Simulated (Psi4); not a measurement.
**CH3ClFIn (SMILES [CH3][In]([F])[Cl]) at TPSS/def2-SVP (core potential)**

Aim: the vertical ionisation energy of CH3ClFIn at TPSS/def2-SVP (core potential), from 2 runs. 

Program for the calculation: Psi4 1.11.

3 further runs of the same task are left out: 3 that didn't finish. Runs told in other sessions of the task aren't counted.

**1. The molecule**

CH3ClFIn: 7 atoms, total charge 0, spin state singlet. As SMILES, `[CH3][In]([F])[Cl]`. The shape is that of a PBE0-D4/def2-TZVP optimisation.

Bond lengths: C1–In2 2.122 Å, In2–F3 1.947 Å, In2–Cl4 2.316 Å, C1–H5 1.089 Å, C1–H6 1.090 Å, C1–H7 1.088 Å. Angles: C1–In2–F3 121.8°, C1–In2–Cl4 129.4°, F3–In2–Cl4 108.8°, In2–C1–H5 109.1°, In2–C1–H6 108.9°, In2–C1–H7 109.1°, H5–C1–H6 109.2°, H5–C1–H7 110.4°, H6–C1–H7 110.2°.

**2. Energy and forces at TPSS/def2-SVP (core potential)**

input.inp reads:

```
memory 2.2 GB

molecule geom {
  0 1
  C     -0.73850497     1.79788543     0.80747997
  In     0.73888291    -1.59889727    -0.72622175
  F      4.35770844    -2.12688675    -1.13478054
  Cl    -1.37647651    -5.15649568    -2.14578401
  H     -2.10307620     2.59459397    -0.51173783
  H     -1.68431289     1.37137425     2.58609020
  H      0.80559025     3.11880400     1.12476499
  units au
  symmetry c1
  no_reorient
  no_com
}

set basis def2-SVP
set puream true
set e_convergence 1e-09
set d_convergence 1e-08
set scf_type pk
set dft_radial_points 99
set dft_spherical_points 590

e, wfn = gradient("tpss", return_wfn=True)
print_variables()
```

Command:

```bash
psi4 -n 1 input.inp input.out
```

input.out:

```text
[...]
    !!!  WARNING: ECP capability is in beta. Please check occupations closely.  !!!
[...]
  Running in c1 symmetry.
[...]
  Nuclear repulsion =  240.938697026497664
[...]
  Multiplicity = 1
[...]
  Nalpha       = 28
  Nbeta        = 28
[...]
    Number of basis functions: 87
[...]
   @RKS iter   1:  -789.46105257159320   -9.24329e-01   1.04303e-02 DIIS/ADIIS
[...]
   @RKS iter  12:  -789.86715666279758   -3.29692e-12   3.69870e-09 DIIS
[...]
    Orbital Energies [Eh]
    ---------------------
    Doubly Occupied:
       1A   -100.950286     2A    -24.350724     3A    -10.034641
       4A     -9.223257     5A     -7.007496     6A     -7.001429
       7A     -7.000571     8A     -4.539887     9A     -2.979501
      10A     -2.970720    11A     -2.968108    12A     -0.998096
      13A     -0.759691    14A     -0.730865    15A     -0.722529
      16A     -0.720473    17A     -0.715020    18A     -0.691302
      19A     -0.648402    20A     -0.397222    21A     -0.396291
      22A     -0.395419    23A     -0.318058    24A     -0.310681
      25A     -0.299997    26A     -0.278926    27A     -0.277371
      28A     -0.267727
[...]
  @RKS Final Energy:  -789.86715666279758
   => Energetics <=
    Nuclear Repulsion Energy =            240.9386970264976640
    One-Electron Energy =               -1643.4482675781639500
    Two-Electron Energy =                 674.6447892854793054
    DFT Exchange-Correlation Energy =     -62.0023753966106383
    Empirical Dispersion Energy =           0.0000000000000000
    VV10 Nonlocal Energy =                  0.0000000000000000
    Total Energy =                       -789.8671566627975835
[...]
 Multipole Moments:
 ------------------------------------------------------------------------------------
     Multipole            Electronic (a.u.)      Nuclear  (a.u.)        Total (a.u.)
 ------------------------------------------------------------------------------------
 L = 1.  Multiply by 2.5417464519 to convert [e a0] to [Debye]
 Dipole X            :        -24.6455524           23.9229877           -0.7225647
 Dipole Y            :        123.7361333         -122.5071652            1.2289681
 Dipole Z            :         54.4637358          -53.8980126            0.5657232
 Magnitude           :                                                    1.5337878
[...]
  -Total Gradient:
     Atom            X                  Y                   Z
    ------   -----------------  -----------------  -----------------
       1        0.001125961537    -0.001426167125    -0.000693990183
       2        0.001954643344    -0.005275081046    -0.002360589500
       3       -0.012255669999     0.001784079515     0.001371656538
       4        0.006759531404     0.010784563038     0.004277915985
       5        0.005329460485    -0.002970357691     0.005617456732
       6        0.003571498067     0.002158351029    -0.007105305871
       7       -0.006497993899    -0.005050107214    -0.001103956802
[...]
```

Wall time 39 s (1 thread of AMD EPYC 7R43 (Zen 3), shared host); peak memory 1.2 GiB.

**3. The doublet cation, same level**

input.inp reads:

```
memory 2200 MB

molecule mol {
  1 2
  C
  In 1 2.121535
  F 2 1.947314 1 121.76454
  Cl 2 2.3155 3 108.8288 1 -179.96375
  H 1 1.089274 2 109.08969 3 125.2862
  H 1 1.089632 5 109.22358 2 -118.94781
  H 1 1.088322 5 110.36468 6 -121.24898
  symmetry c1
}

set basis def2-SVP
set reference uks
set puream true
set e_convergence 1e-09
set d_convergence 1e-08
set scf_type pk
set dft_radial_points 99
set dft_spherical_points 590
set maxiter 100

gradient('tpss')
```

Command:

```bash
psi4 input.inp input.out -n 1
```

input.out (excerpt; [...] marks lines left out):

```text
[...]
  Running in c1 symmetry.
[...]
  Nuclear repulsion =  240.938707673130864
[...]
  Multiplicity = 2
[...]
  Nalpha       = 28
  Nbeta        = 27
[...]
    Number of basis functions: 87
[...]
   @UKS iter   1:  -788.97043166115441   -4.68249e-01   1.08026e-02 ADIIS/DIIS
[...]
   @UKS iter  18:  -789.48668584221377   -2.16005e-12   7.48236e-09 DIIS
[...]
   @S^2 Observed:                7.556781632E-01
[...]
  @UKS Final Energy:  -789.48668584221377
   => Energetics <=
    Nuclear Repulsion Energy =            240.9387076731308639
    One-Electron Energy =               -1629.8630421446018772
    Two-Electron Energy =                 661.0791734739503909
    DFT Exchange-Correlation Energy =     -61.6415248446932011
    Empirical Dispersion Energy =           0.0000000000000000
    VV10 Nonlocal Energy =                  0.0000000000000000
    Total Energy =                       -789.4866858422137739
  UHF NO Occupations:
  HONO-2 :   26  A 1.9995559
  HONO-1 :   27  A 1.9979689
[...]
 Multipole Moments:
 ------------------------------------------------------------------------------------
     Multipole            Electronic (a.u.)      Nuclear  (a.u.)        Total (a.u.)
 ------------------------------------------------------------------------------------
 L = 1.  Multiply by 2.5417464519 to convert [e a0] to [Debye]
 Dipole X            :         -0.0220617            0.0240003            0.0019386
 Dipole Y            :        -10.8594861           11.4341561            0.5746700
 Dipole Z            :         -6.5780119            4.7342190           -1.8437930
 Magnitude           :                                                    1.9312747
[...]
  -Total Gradient:
     Atom            X                  Y                   Z
    ------   -----------------  -----------------  -----------------
       1       -0.000145044411    -0.001602274957     0.034601364920
       2        0.000002806431     0.007140920348    -0.009505368953
       3       -0.000006201023     0.009016471478     0.000053842395
       4       -0.000016974458    -0.015406021427    -0.007019474083
       5        0.010870287826    -0.007151913969    -0.005739150840
       6       -0.011882042406    -0.005292972073    -0.005941002567
       7        0.001177356418     0.013300899554    -0.006466495614
[...]
```

Run time: 85 s. Hardware: 1 thread of AMD EPYC 7R43 (Zen 3), shared host; peak memory 1.2 GiB.

**4. Results**

Level: TPSS/def2-SVP (core potential).

```
                                          quantity          value
                    singlet CH3ClFIn: total energy  -789.86716 Eh
                   singlet CH3ClFIn: dipole moment         3.90 D
                     singlet CH3ClFIn: HOMO energy       -7.29 eV
                     singlet CH3ClFIn: LUMO energy       -2.16 eV
                   singlet CH3ClFIn: HOMO–LUMO gap        5.12 eV
        singlet CH3ClFIn: largest force on an atom     0.690 eV/Å
                      doublet cation: total energy  -789.48669 Eh
doublet cation: HOMO energy (highest over α and β)      -13.77 eV
 doublet cation: LUMO energy (lowest over α and β)      -13.36 eV
                              doublet cation: ⟨S²⟩          0.756
          doublet cation: largest force on an atom     1.781 eV/Å
vertical ionisation energy (to the doublet cation)      10.353 eV
```

**Reading.** Removing an electron at fixed nuclei costs 10.35 eV (239 kcal/mol). The largest force (singlet CH3ClFIn) is 0.69 eV/Å: the shape isn't a stationary point for this species at this level. The negative HOMO energy of the first species, 7.29 eV, lies 3.07 eV below that difference. With no_com the log's rotational constants are taken about the origin, not the centre of mass, so they aren't the molecule's.
